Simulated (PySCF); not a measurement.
# H8O4Pr (Pr(H2O)43+): the cost of one run

Method: several levels, as the steps say, no spin–orbit coupling; program: PySCF 2.14.0.

3 further runs of the same task are left out: 2 for a known fault of the program, 1 that didn't finish.

## 1. Starting geometry

13 atoms, charge 3, spin multiplicity 1.

Bond lengths: Pr1–O2 2.395 Å, Pr1–O5 2.395 Å, Pr1–O8 2.395 Å, Pr1–O11 2.395 Å, O2–H3 0.994 Å, O2–H4 0.994 Å, O5–H6 0.994 Å, O5–H7 0.993 Å, O8–H9 0.994 Å, O8–H10 0.994 Å, O11–H12 0.993 Å, O11–H13 0.994 Å. Angles: O2–Pr1–O5 110.9°, O2–Pr1–O8 106.6°, O2–Pr1–O11 110.9°, O5–Pr1–O8 110.9°, O5–Pr1–O11 106.6°, O8–Pr1–O11 110.9°, Pr1–O2–H3 128.3°, Pr1–O2–H4 128.6°, H3–O2–H4 103.0°, Pr1–O5–H6 128.6°, Pr1–O5–H7 128.4°, H6–O5–H7 103.0°, Pr1–O8–H9 128.6°, Pr1–O8–H10 128.3°, H9–O8–H10 103.0°, Pr1–O11–H12 128.4°, Pr1–O11–H13 128.6°, H12–O11–H13 103.0°.

As a file:

```xyz
13

Pr   -0.0001    0.0000    0.0000
O     1.4311    1.3886    1.3267
H     2.2374    1.1261    1.8447
H     1.3737    2.3682    1.4826
O    -1.4317   -1.3264    1.3886
H    -1.3734   -1.4830    2.3684
H    -2.2370   -1.8452    1.1262
O     1.4311   -1.3886   -1.3267
H     1.3737   -2.3682   -1.4826
H     2.2374   -1.1261   -1.8447
O    -1.4317    1.3264   -1.3886
H    -2.2370    1.8452   -1.1262
H    -1.3734    1.4830   -2.3684
```

Formal oxidation states: Pr +3. Each metal's 2 4f electrons lie in its core potential, so multiplicities, spins and levels count the valence alone. An earlier session relaxed this geometry at PBE, Pr lcecp-1-SVP with ECP48, O def2-SVP, H def2-SVP (singlet, point group S4).

At PBE on the finer grid: E = -337.086940 Eh, HOMO -21.93 eV, LUMO -16.04 eV, Mulliken charge on Pr1 +1.67 e, largest force component 0.017 eV/Å. 

Levels to run: M06-L; CAM-B3LYP; r2SCAN; TPSSh; PBE, TZVP. Hardware: 2 threads of Arm Neoverse V1, shared host.

## 2. M06-L

run.py (the lines that set the calculation)

```python
mol = gto.M(atom='''
Pr    -0.00014     0.00000     0.00000
O      1.43113     1.38864     1.32665
H      2.23736     1.12610     1.84468
H      1.37371     2.36819     1.48263
O     -1.43169    -1.32642     1.38857
H     -1.37339    -1.48304     2.36838
H     -2.23705    -1.84515     1.12620
O      1.43113    -1.38864    -1.32665
H      1.37371    -2.36819    -1.48263
H      2.23736    -1.12610    -1.84468
O     -1.43169     1.32642    -1.38857
H     -2.23705     1.84515    -1.12620
H     -1.37339     1.48304    -2.36838''',
    basis={'Pr': 'lcecp-1-SVP', 'O': 'def2-SVP', 'H': 'def2-SVP'},
    ecp={'Pr': 'lcecp-1-SVP'},
    charge=3, spin=0)
mf = dft.RKS(mol, xc='M06L')
mf.grids.atom_grid = (75, 302)  # f atoms: unpruned, at least (60, 302)
mf = mf.density_fit()  # fitting sets: Pr AutoAux, O def2-universal-JKFIT, H def2-universal-JKFIT
mf.conv_tol = 1e-08; mf.max_cycle = 55
mf.kernel(dm0)  # dm0: the density of the relaxed state
```

Run with:

```bash
> OMP_NUM_THREADS=2 python run.py
```

**Question.** How long does this run take on 2 threads of Arm Neoverse V1, shared host?

About 16 s.
